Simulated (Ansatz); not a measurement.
Run this with Ansatz 0.2.0, Python API and show what comes out.

The script, `li3ca_paw_lapw.py`:
```python
"""PAW against all-electron LAPW for Li3Ca."""

import ansatz as az
import numpy as np

MESH = (5, 5, 5)
OCCUPATIONS = "fermi_dirac"
SIGMA = 0.05
FUNCTIONAL = "pbesol"


def count_gap(report):
    # lowest empty less highest filled band, counting bands; zero where they overlap
    return max(report.get("gap_by_band_count_ev") or 0.0, 0.0)

crystal = (
    az.Lattice.fcc(7.533739)
    .space_group(225)
    .atom("Li", [0.25, 0.25, 0.75])
    .atom("Li", [0.0, 0.0, 0.0])
    .atom("Ca", [0.5, 0.0, 0.0])
    .primitive()
)

calc = (
    crystal.calculation()
    .kpoints(mesh=MESH)  # sampling of the Brillouin zone
    .occupations(OCCUPATIONS, width=SIGMA)  # the run then minimises F = E - TS
    .functional(FUNCTIONAL)
    .stress()  # positive in compression
    .forces()  # eV per angstrom
    .band_table()  # levels at the mesh points
)
variants = {
    "PAW": calc.pseudopotentials("paw"),
    "LAPW": calc.pseudopotentials("all_electron", lapw=True),
}
# totals differ by the cores that each treatment holds, so compare what does not depend on them
rows = []
for label, variant in variants.items():
    r = variant.run().report
    levels = np.array(r["eigenvalues_ev"][0]) - r["fermi_energy_ev"]
    print(label, "levels at the first k-point near E_F:", np.round(levels[np.abs(levels) < 5], 3))
    rows.append((label, r["n_electrons"], np.trace(r["stress_gpa"]) / 3, count_gap(r)))
for row in rows:
    print("; ".join(f"{name} = {round(v, 4) if isinstance(v, float) else v}" for name, v in zip(["treatment", "electrons in bands", "P GPa", "gap by band count eV"], row)))
```

Running `python li3ca_paw_lapw.py` prints:
```text
DeckWarning: basis.ecutwfc = 420 eV, auto-derived from the records' recommended cutoffs: set by Li (normal level)
PAW levels at the first k-point near E_F: [-3.626  0.854  0.854  0.854  2.241  2.241  3.193]
LAPW levels at the first k-point near E_F: [-3.625  0.854  0.854  0.854  2.241  2.241  3.193]
treatment = PAW; electrons in bands = 19.0; P GPa = -0.4299; gap by band count eV = 0.0
treatment = LAPW; electrons in bands = 19.0; P GPa = -0.431; gap by band count eV = 0.0
```
(Warnings from the package without file and line.)

PAW gives -0.430 GPa and LAPW -0.431 GPa, 0.001 GPa apart. They took 1.2 and 2.3 s of processor time.

The computed bands are complete only to about 2.3 eV above the Fermi level. The mesh is modest for a metal, so energies can be off by several to tens of meV an atom and pressures by half a GPa or more; differences at equal mesh fare better. A gap by band count of zero or less means overlapping bands, a metal, and at an odd count of electrons it is no gap at all. This cell is a computed structure, which may not be the phase found in nature. Gaps and levels are Kohn-Sham values on a finite set of k-points. Pressure is positive in compression; the treatments may keep other shells as core, so totals and counts of electrons can differ. Wall time of the script: 4.3 s on 1 thread of Arm Neoverse V1 (shared host), peak memory 0.38 GiB.

(A comment or docstring line of the script was reworded after the run, the code is as it ran; lines on the test bed's own set-up are left out of the output.)
